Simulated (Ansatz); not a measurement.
# Cl2FGeH3Si: vertical energies of changing the electron count

What does it cost to change the electron count of Cl2FGeH3Si? Aim: vertical energies of changing the electron count, for Cl2FGeH3Si, run from a script.

Computed with the Python package of Ansatz 0.2.0. Level of theory: PBE/def2-SVPD.

### Step 1. The system

Bond lengths: F1–Ge2 1.711 Å, Ge2–Si3 2.286 Å, Ge2–Cl4 2.130 Å, Ge2–Cl5 2.171 Å, Si3–H6 1.500 Å, Si3–H7 1.504 Å, Si3–H8 1.425 Å. Angles: F1–Ge2–Si3 107.6°, F1–Ge2–Cl4 112.2°, F1–Ge2–Cl5 110.8°, Si3–Ge2–Cl4 108.4°, Si3–Ge2–Cl5 109.8°, Cl4–Ge2–Cl5 108.0°, Ge2–Si3–H6 109.5°, Ge2–Si3–H7 110.6°, Ge2–Si3–H8 112.1°, H6–Si3–H7 106.7°, H6–Si3–H8 109.0°, H7–Si3–H8 108.9°.

The script holds or builds the structure itself.

### Step 2. The code

cl2fgeh3si.py reads:

```python
"""Vertical ionisation energy and electron affinity of Cl2FGeH3Si."""

import ansatz


def single_point(molecule, charge=0, unpaired=0):
    calc = molecule.calculation().basis(gaussian="def2-SVPD").functional("pbe")
    if charge:
        calc = calc.charge(charge)
    if unpaired:
        calc = calc.spin("collinear", total=unpaired)
    return calc.run(threads=1).report["free_energy_ev"]


def main() -> None:
    geometry_ang = [
        ("F", (-1.9297, 1.2102, 0.4831)),
        ("Ge", (-0.6995, 0.6287, -0.5543)),
        ("Si", (0.6784, -0.7067, 0.6876)),
        ("Cl", (-1.4827, -0.526, -2.1637)),
        ("Cl", (0.4362, 2.2742, -1.4011)),
        ("H", (1.2966, 0.1013, 1.7905)),
        ("H", (1.8103, -1.2265, -0.1554)),
        ("H", (-0.0174, -1.8123, 1.2575)),
    ]
    mol = ansatz.Crystal.molecule()
    for symbol, xyz in geometry_ang:
        mol = mol.atom(symbol, xyz)

    # total-energy differences at one geometry
    parent = single_point(mol, 0, 0)
    cation = single_point(mol, 1, 1)
    print(f"E(N)   = {parent:.5f} eV")
    print(f"E(N-1) = {cation:.5f} eV  (1 unpaired)")
    print(f"vertical ionisation energy {cation - parent:.3f} eV")
    anion = single_point(mol, -1, 1)
    print(f"E(N+1) = {anion:.5f} eV  (1 unpaired)")
    print(f"vertical electron affinity {parent - anion:.3f} eV" + ("" if anion < parent else " (unbound in this basis)"))
    print(f"fundamental gap IP - EA = {cation + anion - 2 * parent:.3f} eV")


if __name__ == "__main__":
    main()
```

### Step 3. The input behind the calls

The engine receives this input (first run):

```yaml
crystal:
  periodic: [false, false, false]
  atoms:
    - { symbol: F, position_ang: [-1.9297, 1.2102, 0.4831] }
    - { symbol: Ge, position_ang: [-0.6995, 0.6287, -0.5543] }
    - { symbol: Si, position_ang: [0.6784, -0.7067, 0.6876] }
    - { symbol: Cl, position_ang: [-1.4827, -0.526, -2.1637] }
    - { symbol: Cl, position_ang: [0.4362, 2.2742, -1.4011] }
    - { symbol: H, position_ang: [1.2966, 0.1013, 1.7905] }
    - { symbol: H, position_ang: [1.8103, -1.2265, -0.1554] }
    - { symbol: H, position_ang: [-0.0174, -1.8123, 1.2575] }
basis:
  gaussian:
    orbitals: def2-SVPD
hamiltonian:
  xc: pbe
```

### Step 4. Launch

Launch:

```console
$ python cl2fgeh3si.py
```

Standard output:

```text
E(N)   = -92165.68991 eV
E(N-1) = -92155.17696 eV  (1 unpaired)
vertical ionisation energy 10.513 eV
E(N+1) = -92165.83467 eV  (1 unpaired)
vertical electron affinity 0.145 eV
fundamental gap IP - EA = 10.368 eV
```

It took 83 s on 1 thread of Arm Neoverse V1, shared host; peak memory 0.43 GiB.

### Step 5. Inputs of later runs

The engine's inputs for the other runs:

Run 2, against run 1:

```diff
@@ -16,0 +17,4 @@
+magnetization:
+  spin_polarized: true
+  initial_magnetization: 1.0
+total_charge: 1.0
```

Run 3, against run 1:

```diff
@@ -16,0 +17,4 @@
+magnetization:
+  spin_polarized: true
+  initial_magnetization: 1.0
+total_charge: -1.0
```

### Step 6. The runs side by side

The 3 runs, in the order started:

| run | system | unpaired or total moment | energy (eV) | <S²> | SCF cycles | CPU time (s) |
| --- | --- | --- | --- | --- | --- | --- |
| 1 | Cl2FGeH3Si | not set | -92165.6899 | 0.00 | 16 | 8.4 |
| 2 | Cl2FGeH3Si, charge +1 | 1 | -92155.1770 | 0.75 | 63 | 44 |
| 3 | Cl2FGeH3Si, charge -1 | 1 | -92165.8347 | 0.75 | 39 | 30 |

Totals carry meaning only in balanced differences at one level of theory.

### Step 7. Outcome

```
                  quantity      value
vertical ionisation energy  10.513 eV
vertical electron affinity   0.145 eV
             runs compared          3
```

**Reading.** The ionisation energy is a difference of two total energies at the neutral geometry. The anion lies below the neutral molecule at this geometry. At this unrelaxed geometry removing an electron costs 10.51 eV and adding one releases 0.14 eV. The geometry is a force-field or estimated start, not a minimum of this method, and the basis set is short of its limit. All parts are taken at fixed geometry, without zero-point energy. At an unrelaxed start these energies can be a whole eV from those at the minimum, and a small affinity can change sign.
